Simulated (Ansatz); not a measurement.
NbPd4 in Ansatz: the effect of target pressure

NbPd4:

```
Pd Nb
1.0
     1.41760    0.81845   11.49527
    -1.41760    0.81845   11.49527
     0.00000   -1.63690   11.49527
Pd Nb
4 1
Direct
  0.60062 0.60062 0.60062
  0.19992 0.19992 0.19992
  0.80008 0.80008 0.80008
  0.39938 0.39938 0.39938
  0.00000 0.00000 0.00000
```

The cell comes from a database or a generator and needn't be the stable form of this composition.

Alike in all runs:

* Program: Ansatz 0.2.0
* Task: relaxation of cell and atoms
* Functional: PBEsol
* Potentials or basis: Ansatz PAW
* Cutoff: 420 eV (not typed: the program's choice for these potentials)
* k mesh: 11 × 11 × 11
* Occupations: fermi-dirac, width 0.05 eV
* Spin: no spin polarisation

Each run relaxes the cell or the atoms first.

| target pressure | relaxed volume (Å³/atom) |
| --- | --- |
| 0 GPa | 15.08 |
| 2 GPa | 14.93 |
| 5 GPa | ? |
| 10 GPa | 14.41 |
| 20 GPa | 13.89 |
| 30 GPa | 13.46 |

What does the run with target pressure 5 GPa give?

Relaxed volume 14.72 Å³/atom.

Worked out: In Murnaghan's law V^(-B') rises as a straight line in P. The other rows fit best with B' = 4.9, V0 = 15.08 Å³/atom and B0 = 198 GPa, which gives 14.72 Å³/atom at 5 GPa, against the run's 14.72.

Caveats: the plane-wave basis is chosen anew once the cell has moved, so the energies of steps on either side of that aren't comparable; the PAW data sets come from PBE, with cores solved anew for the run's functional, which leaves a small shift of forces and pressure; the volume moved by over 15 % at a fixed basis, so the end points are rough (some runs).
